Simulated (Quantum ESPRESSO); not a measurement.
# SiTe6 (Pm-3m) in Quantum ESPRESSO: projected density of states with optB88-vdW

Aim: the projected density of states of SiTe6 with optB88-vdW.

All numbers are computed with Quantum ESPRESSO 7.5; they aren't measurements. Logs are shortened: lines on timing, memory, paths and dates and some standing lists are left out, and cuts for length are marked.

## (1) The crystal as given

It takes space group Pm-3m (No. 221, cubic). Conventional cell: a = 5.940 Å, b = 5.940 Å, c = 5.940 Å, α = 90.00°, β = 90.00°, γ = 90.00°. Around Si (site symmetry m-3m) lie 24 Te at 4.38 Å. Te (site symmetry 4mm) has 5 Te at 2.46 Å as nearest neighbours.

The cell was built by a generator and needn't be a form met in nature.

## (2) Projected density of states, optB88-vdW

pw.in

```
&CONTROL
  calculation = 'scf'
  prefix = 'pwscf'
  outdir = './tmp'
  pseudo_dir = './pseudo'
  tprnfor = .true.
  tstress = .true.
  disk_io = 'low'
/
&SYSTEM
  ibrav = 0
  A = 5.94027661
  nat = 7
  ntyp = 2
  ecutwfc = 45
  ecutrho = 360
  nbnd = 28
  input_dft = 'vdw-df-obk8'
  occupations = 'smearing'
  smearing = 'mv'
  degauss = 0.00367493
/
&ELECTRONS
  conv_thr = 1.4d-09
  electron_maxstep = 120
  mixing_beta = 0.5
/
ATOMIC_SPECIES
Si    28.0850 si_pbesol_v1.uspp.F.UPF
Te   127.6000 te_pbesol_v1.uspp.F.UPF
CELL_PARAMETERS alat
   1.0000000000    0.0000000000    0.0000000000
   0.0000000000    1.0000000000    0.0000000000
   0.0000000000    0.0000000000    1.0000000000
ATOMIC_POSITIONS alat
Si     0.0000000000    0.0000000000    0.0000000000
Te     0.2070000000    0.5000000000    0.5000000000
Te     0.5000000000    0.2070000000    0.5000000000
Te     0.7930000000    0.5000000000    0.5000000000
Te     0.5000000000    0.7930000000    0.5000000000
Te     0.5000000000    0.5000000000    0.2070000000
Te     0.5000000000    0.5000000000    0.7930000000
K_POINTS automatic
5 5 5 0 0 0
```

nscf.in

```
&CONTROL
  calculation = 'nscf'
  prefix = 'pwscf'
  outdir = './tmp'
  pseudo_dir = './pseudo'
  disk_io = 'low'
/
&SYSTEM
  ibrav = 0
  A = 5.94027661
  nat = 7
  ntyp = 2
  ecutwfc = 45
  ecutrho = 360
  nbnd = 28
  input_dft = 'vdw-df-obk8'
  occupations = 'tetrahedra_opt'
/
&ELECTRONS
  conv_thr = 1d-08
  electron_maxstep = 120
  mixing_beta = 0.5
/
ATOMIC_SPECIES
Si    28.0850 si_pbesol_v1.uspp.F.UPF
Te   127.6000 te_pbesol_v1.uspp.F.UPF
CELL_PARAMETERS alat
   1.0000000000    0.0000000000    0.0000000000
   0.0000000000    1.0000000000    0.0000000000
   0.0000000000    0.0000000000    1.0000000000
ATOMIC_POSITIONS alat
Si     0.0000000000    0.0000000000    0.0000000000
Te     0.2070000000    0.5000000000    0.5000000000
Te     0.5000000000    0.2070000000    0.5000000000
Te     0.7930000000    0.5000000000    0.5000000000
Te     0.5000000000    0.7930000000    0.5000000000
Te     0.5000000000    0.5000000000    0.2070000000
Te     0.5000000000    0.5000000000    0.7930000000
K_POINTS automatic
8 8 8 0 0 0
```

projwfc.in

```
&PROJWFC
  prefix = 'pwscf'
  outdir = './tmp'
  filpdos = 'p'
  Emin = -8
  Emax = 17
  DeltaE = 0.05
/
```

Potentials or basis: GBRV 1.5 PBEsol.

Command:

```console
OMP_NUM_THREADS=1 pw.x -in pw.in > pw.out
OMP_NUM_THREADS=1 pw.x -in nscf.in > nscf.out
OMP_NUM_THREADS=1 projwfc.x -in projwfc.in > projwfc.out
```

pw.out:

```text
This program is part of the open-source Quantum ESPRESSO suite
     for quantum simulation of materials; please cite
         "P. Giannozzi et al., J. Phys.:Condens. Matter 21 395502 (2009);
         "P. Giannozzi et al., J. Phys.:Condens. Matter 29 465901 (2017);
         "P. Giannozzi et al., J. Chem. Phys. 152 154105 (2020);
     in publications or presentations arising from this work. More details at

     IMPORTANT: XC functional enforced from input :
     Exchange-correlation= VDW-DF-OBK8
                           (   1   4  23   0   1   0   0)
     Any further DFT definition will be discarded
     Please, verify this is what you really want

     Message from routine setup:
     using ibrav=0 with symmetry is DISCOURAGED, use correct ibrav instead

     G-vector sticks info
     --------------------
     sticks:   dense  smooth     PW     G-vecs:    dense   smooth      PW
     Sum        3593    1789    505               163083    57747    8409

     Using Slab Decomposition

     bravais-lattice index     =            0
     lattice parameter (alat)  =      11.2255  a.u.
     unit-cell volume          =    1414.5445 (a.u.)^3
     number of atoms/cell      =            7
     number of atomic types    =            2
     number of electrons       =        40.00
     number of Kohn-Sham states=           28
     kinetic-energy cutoff     =      45.0000  Ry
     charge density cutoff     =     360.0000  Ry
     scf convergence threshold =      1.4E-09
     mixing beta               =       0.5000
     number of iterations used =            8  plain     mixing
     Exchange-correlation= VDW-DF-OBK8
                           (   1   4  23   0   1   0   0)

     celldm(1)=  11.225496  celldm(2)=   0.000000  celldm(3)=   0.000000
     celldm(4)=   0.000000  celldm(5)=   0.000000  celldm(6)=   0.000000

     crystal axes: (cart. coord. in units of alat)
               a(1) = (   1.000000   0.000000   0.000000 )
               a(2) = (   0.000000   1.000000   0.000000 )
               a(3) = (   0.000000   0.000000   1.000000 )

     reciprocal axes: (cart. coord. in units 2 pi/alat)
               b(1) = (  1.000000  0.000000  0.000000 )
               b(2) = (  0.000000  1.000000  0.000000 )
               b(3) = (  0.000000  0.000000  1.000000 )

     PseudoPot. # 1 for Si read from file:
[... 69 lines left out ...]
     %                                                                      %
     %   T. Thonhauser et al., PRL 115, 136402 (2015).                      %
     %   T. Thonhauser et al., PRB 76, 125112 (2007).                       %
     %   K. Berland et al., Rep. Prog. Phys. 78, 066501 (2015).             %
     %   D.C. Langreth et al., J. Phys.: Condens. Matter 21, 084203 (2009). %
     %                                                                      %
     % If you are calculating stress with vdW-DF, please also cite:         %
     %                                                                      %
     %   R. Sabatini et al., J. Phys.: Condens. Matter 24, 424209 (2012).   %
     %                                                                      %
     %%%%%%%%%%%%%%%%%%%%%%%%%%%%%%%%%%%%%%%%%%%%%%%%%%%%%%%%%%%%%%%%%%%%%%%%

     %%%%%%%%%%%%%%%%%%%%%%%%%%%%%%%%%%%%%%%%%%%%%%%%%%%%%%%%%%%%%%%%%%%%%%%%
     %                                                                      %
     %  vdW-DF NEWS:                                                        %
     %                                                                      %
     %  * vdW-DF3 is now available. DOI: 10.1021/acs.jctc.0c00471           %
     %    use with input_dft = 'vdW-DF3-opt1' or 'vdW-DF3-opt2'             %
     %                                                                      %
     %  * Unscreened and range-separated hybrid vdW-DF-cx functionals       %
     %    DOI: 10.1063/1.4986522 and 10.1088/1361-648X/ac2ad2               %
     %    use with input_dft = 'vdW-DF-cx0'    and 'vdW-DF-ahcx'            %
     %  * Unscreened and range-separated hybrid vdW-DF2-b86r functionals    %
     %    DOI: 10.1063/1.4986522 and DOI: 10.1103/PhysRevX.12.041003        %
     %    use with input_dft = 'vdW-DF2-br0' and 'vdW-DF2-ahbr'             %
     %                                                                      %
     %%%%%%%%%%%%%%%%%%%%%%%%%%%%%%%%%%%%%%%%%%%%%%%%%%%%%%%%%%%%%%%%%%%%%%%%

     Starting wfcs are   28 randomized atomic wfcs

     Self-consistent Calculation

     iteration #  1     ecut=    45.00 Ry     beta= 0.50
     Davidson diagonalization with overlap
     ethr =  1.00E-02,  avg # of iterations =  5.0

     Threshold (ethr) on eigenvalues was too large:
     Diagonalizing with lowered threshold

     Davidson diagonalization with overlap
     ethr =  6.58E-04,  avg # of iterations =  3.7

     total energy              =    -167.71545198 Ry
     estimated scf accuracy    <       0.24450935 Ry
[... 26 lines left out ...]
     total energy              =    -167.85357972 Ry
     estimated scf accuracy    <       0.00042930 Ry

     iteration #  6     ecut=    45.00 Ry     beta= 0.50
     Davidson diagonalization with overlap
     c_bands:  1 eigenvalues not converged
     ethr =  1.07E-06,  avg # of iterations =  9.8

     total energy              =    -167.85352584 Ry
     estimated scf accuracy    <       0.00049298 Ry

     iteration #  7     ecut=    45.00 Ry     beta= 0.50
     Davidson diagonalization with overlap
     ethr =  1.07E-06,  avg # of iterations =  2.2
[... 39 lines left out ...]
     iteration # 13     ecut=    45.00 Ry     beta= 0.50
     Davidson diagonalization with overlap
     ethr =  5.26E-11,  avg # of iterations =  3.2

     End of self-consistent calculation

          k = 0.0000 0.0000 0.0000 (  7123 PWs)   bands (ev):

   -13.7628  -7.4539  -7.4539  -7.4539  -6.0030  -6.0030  -3.9399   0.2634
     0.2634   0.2634   0.8630   3.7697   3.7697   3.7697   4.4650   4.4650
     4.4650   7.1674   7.1674   7.1674   7.1817   7.1817   8.7184   8.7184
     8.7184   9.2668  10.6653  10.6653
[... 59 lines left out ...]
   -13.4553  -8.6943  -8.6943  -8.6614  -2.4215  -2.4215  -1.5671  -0.8545
    -0.8477  -0.8477   0.3661   0.3661   0.8768   2.7822   5.5735   5.8091
     5.8091   6.6691   6.6691   6.7722   7.5417   7.5417   7.8513   8.6581
     8.9794   8.9794   9.9005  11.6982

     the Fermi energy is     7.2405 ev

!    total energy              =    -167.85364895 Ry
     estimated scf accuracy    <          1.2E-09 Ry
     smearing contrib. (-TS)   =      -0.00017628 Ry
     internal energy E=F+TS    =    -167.85347267 Ry

     The total energy is F=E-TS. E is the sum of the following terms:
     one-electron contribution =     -20.07280345 Ry
     hartree contribution      =      28.67150013 Ry
     xc contribution           =     -94.46325938 Ry
     ewald contribution        =     -81.98890997 Ry

     convergence has been achieved in  13 iterations

     Forces acting on atoms (cartesian axes, Ry/au):

     atom    1 type  1   force =     0.00000000    0.00000000    0.00000000
     atom    2 type  2   force =    -0.56554206    0.00000000   -0.00000000
     atom    3 type  2   force =     0.00000000   -0.56554206    0.00000000
     atom    4 type  2   force =     0.56554206    0.00000000   -0.00000000
     atom    5 type  2   force =     0.00000000    0.56554206    0.00000000
     atom    6 type  2   force =     0.00000000    0.00000000   -0.56554206
     atom    7 type  2   force =     0.00000000    0.00000000    0.56554206

     Total force =     1.385289     Total SCF correction =     0.000081

     Computing stress (Cartesian axis) and pressure

          total   stress  (Ry/bohr**3)                   (kbar)     P=      680.62
   0.00462678   0.00000000   0.00000000          680.62        0.00        0.00
   0.00000000   0.00462678   0.00000000            0.00      680.62        0.00
   0.00000000   0.00000000   0.00462678            0.00        0.00      680.62

=------------------------------------------------------------------------------=
   JOB DONE.
=------------------------------------------------------------------------------=
```

nscf.out:

```text
This program is part of the open-source Quantum ESPRESSO suite
     for quantum simulation of materials; please cite
         "P. Giannozzi et al., J. Phys.:Condens. Matter 21 395502 (2009);
         "P. Giannozzi et al., J. Phys.:Condens. Matter 29 465901 (2017);
         "P. Giannozzi et al., J. Chem. Phys. 152 154105 (2020);
     in publications or presentations arising from this work. More details at
[... 417 lines left out ...]
     6.3010   6.9398   6.9398   6.9398   7.2467   7.2467   7.2467   8.4976
     8.4976   8.4976   9.5207  11.6378

     the Fermi energy is     7.2361 ev
     (compare with:     7.2405 eV, computed in scf)

=------------------------------------------------------------------------------=
   JOB DONE.
=------------------------------------------------------------------------------=
```

projwfc.out:

```text
This program is part of the open-source Quantum ESPRESSO suite
     for quantum simulation of materials; please cite
         "P. Giannozzi et al., J. Phys.:Condens. Matter 21 395502 (2009);
         "P. Giannozzi et al., J. Phys.:Condens. Matter 29 465901 (2017);
         "P. Giannozzi et al., J. Chem. Phys. 152 154105 (2020);
[... 108 lines left out ...]
     Atom #   7: total charge =   5.7404, s =  1.8268,
     Atom #   7: total charge =   5.7404, p =  3.9136, pz=  1.1659, px=  1.3738, py=  1.3738,
     Spilling Parameter:   0.0246

=------------------------------------------------------------------------------=
   JOB DONE.
=------------------------------------------------------------------------------=
```

Run time: 5.4 min. Hardware: 1 thread of Intel Xeon 6975P-C (Granite Rapids), shared host; peak memory 0.65 GiB.

Results:

- Free energy: -2283.7652 eV
- Pressure: 68.1 GPa
- Largest force: 14.541 eV/Å
- Band gap on the k mesh: none (metal or under the smearing width)

Forces on the atoms (eV/Å):
```
Si    0.000   0.000   0.000
Te  -14.541   0.000   0.000
Te    0.000 -14.541   0.000
Te   14.541   0.000   0.000
Te    0.000  14.541   0.000
Te    0.000   0.000 -14.541
Te    0.000   0.000  14.541
```

States per cell in windows of 0.5 eV (zero at the Fermi level; states under -8 eV left out):
```tsv
from (eV)	total	Si#1 p wfc2	Te#2 p wfc2	Te#3 p wfc2	Te#4 p wfc2	Te#5 p wfc2	Te#6 p wfc2
-8.0	3.31	0.01	0.52	0.52	0.52	0.52	0.52
-7.5	2.19	0.00	0.32	0.32	0.32	0.32	0.32
-7.0	0.63	0.00	0.03	0.03	0.03	0.03	0.03
-6.5	1.87	0.00	0.05	0.05	0.05	0.05	0.05
-6.0	0.44	0.00	0.03	0.03	0.03	0.03	0.03
-5.5	0.38	0.00	0.03	0.03	0.03	0.03	0.03
-5.0	0.40	0.00	0.03	0.03	0.03	0.03	0.03
-4.5	0.49	0.00	0.04	0.04	0.04	0.04	0.04
-4.0	0.69	0.00	0.08	0.08	0.08	0.08	0.08
-3.5	2.69	0.05	0.38	0.38	0.38	0.38	0.38
-3.0	1.70	0.04	0.24	0.24	0.24	0.24	0.24
-2.5	1.98	0.04	0.26	0.26	0.26	0.26	0.26
-2.0	2.15	0.20	0.26	0.26	0.26	0.26	0.26
-1.5	1.64	0.19	0.20	0.20	0.20	0.20	0.20
-1.0	1.22	0.31	0.12	0.12	0.12	0.12	0.12
-0.5	3.06	1.74	0.16	0.16	0.16	0.16	0.16
0.0	2.29	1.25	0.13	0.13	0.13	0.13	0.13
0.5	3.14	1.32	0.23	0.23	0.23	0.23	0.23
1.0	1.81	0.29	0.19	0.19	0.19	0.19	0.19
1.5	1.75	0.20	0.20	0.20	0.20	0.20	0.20
2.0	1.39	0.06	0.17	0.17	0.17	0.17	0.17
2.5	1.70	0.03	0.15	0.15	0.15	0.15	0.15
3.0	2.22	0.09	0.10	0.10	0.10	0.10	0.10
3.5	1.25	0.02	0.12	0.12	0.12	0.12	0.12
```

Caveat: the potentials were made for another functional, which shifts forces and pressure; a pressure of tens of GPa on the cell as given is suspect, and the run, the potentials or the cell itself is likely at fault.

## (3) The reference run

An earlier run on the cell as given: functional PBE; potentials or basis SSSP 1.3 efficiency PBE; cutoff 748 eV; density cutoff 5987 eV; k mesh 5 × 5 × 5; occupations fermi-dirac, width 0.05 eV; no spin polarisation.

* Pressure: 67.4 GPa
* Largest force: 14.467 eV/Å
* Band gap on the k mesh: none (metal or under the smearing width)
